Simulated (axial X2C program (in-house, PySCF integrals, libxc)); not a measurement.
# A two-component session on TiP⁻: properties at the nuclei

Aim: properties at the nuclei of TiP⁻, with spin–orbit coupling in the Hamiltonian from the start.

Method: two-component X2C with atomic mean-field terms, Ti dyall-acv3z, P dyall-av3z; program: an in-house X2C program for linear molecules on PySCF integrals.

All values are calculated.

### Step 1. The job

Input file task.json:

```json
{
 "zs": [
  22,
  15
 ],
 "q": -1,
 "bas": [
  "dyall-acv3z",
  "dyall-av3z"
 ],
 "r0": 2.19,
 "levels": [
  "PBE0",
  "HF",
  "TPSSh",
  "BHandHLYP",
  "LDA"
 ],
 "nst": 3
}
```

Keys: zs atomic numbers; q charge; bas basis sets; r0 starting distance in Å; levels methods (HF also brings MP2); nst determinants followed.

Started as:

```
> python soeom.py task.json out
```

After this run come: Expectation values, lowest determinant; Expectation values, a higher determinant; Expectation values, a higher determinant.

Q: Predict the outcome of this session. Wanted: lowest determinant; Eeff magnitude; Ws magnitude Ti; A∥/gI Ti; qzz Ti; higher determinant (for each run or level that gives them).

**Answer**, as computed:

| quantity | value |
| --- | --- |
| lowest determinant | Ω = 1 (excess of +ω over −ω: ω = -1/2, ω = 3/2) |
| Eeff magnitude (GV/cm), PBE0 | 0.448 |
| Ws magnitude Ti (kHz), PBE0 | 0.156 |
| A∥/gI Ti (MHz), PBE0 | 219 |
| qzz Ti (a.u.), PBE0 | -0.20 |
| higher determinant | Ω = 3 (excess of +ω over −ω: ω = 1/2, ω = 5/2) |
| Eeff magnitude (GV/cm), PBE0, higher determinant | 0.448 |
| Ws magnitude Ti (kHz), PBE0, higher determinant | 0.0521 |
| A∥/gI Ti (MHz), PBE0, higher determinant | 147 |
| qzz Ti (a.u.), PBE0, higher determinant | -0.21 |
| higher determinant | Ω = 2 (excess of +ω over −ω: ω = 1/2, ω = 3/2) |
| Eeff magnitude (GV/cm), PBE0, higher determinant | 0.338 |
| Ws magnitude Ti (kHz), PBE0, higher determinant | 0.0542 |
| A∥/gI Ti (MHz), PBE0, higher determinant | 307 |
| qzz Ti (a.u.), PBE0, higher determinant | -0.27 |

In words: In the first state, the effective field runs from 0.342 to 0.796 GV/cm over the mean-field levels, so the levels don't agree on it. The expectation values come from single determinants, which for open shells can mix terms of unlike spin or miss the lowest Ω, so a determinant need not be a state. Eeff is the effective electric field on the electron dipole moment in this Ω state and Ws the scalar–pseudoscalar constant (defined with the proton number Z and per Ω); A∥ is the parallel hyperfine constant, which follows by multiplying with the nuclear g factor gI = μI/(I μN); qzz is the electric field gradient, eQq0 = 234.96 MHz × Q/barn × qzz. The operators were transformed with the bare-nucleus X2C matrices. A second determinant lies within 0.1 eV of the first.
